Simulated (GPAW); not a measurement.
Runs of GPAW 26.7.0 on CaSi2Sb2. The structure is trigonal, space group P-3m1 (No. 164). Conventional cell: a = 4.997 Å, b = 4.997 Å, c = 5.862 Å, α = 90.00°, β = 90.00°, γ = 120.00°. Around Ca (site symmetry -3m) lie 6 Si at 3.25 Å and 6 Sb at 3.31 Å. Around Si (site symmetry 3m) lie 5 Sb at 2.73 to 3.13 Å. Sb (site symmetry 3m) is surrounded by 5 Si at 2.73 to 3.13 Å. The cell was built by a generator and needn't be a form met in nature.

```tsv
level	potentials or basis	pressure (GPa)	largest force (eV/Å)
RPBE	the program's PAW data sets (release 1.2.1) made for this functional, pw	1.3	0.10
revPBE	the program's PAW data sets (release 1.2.1) made for this functional, pw	1.0	0.10
LDA	the program's PAW data sets (release 1.2.1) made for this functional, pw	(b)	0.16
PBEsol	PAW data sets generated in the run's folder for this functional, pw	(a)	0.13
```

Alike in all rows: task band structure; no spin polarisation; cell as given; k mesh 5 × 5 × 4; cutoff (eV) 600; smearing fermi-dirac 0.05 eV.

**Question.** Estimate the missing entries.

**Answer.** (a) -2.3; (b) -3.5.

Runs at the PBE level aren't shown here.
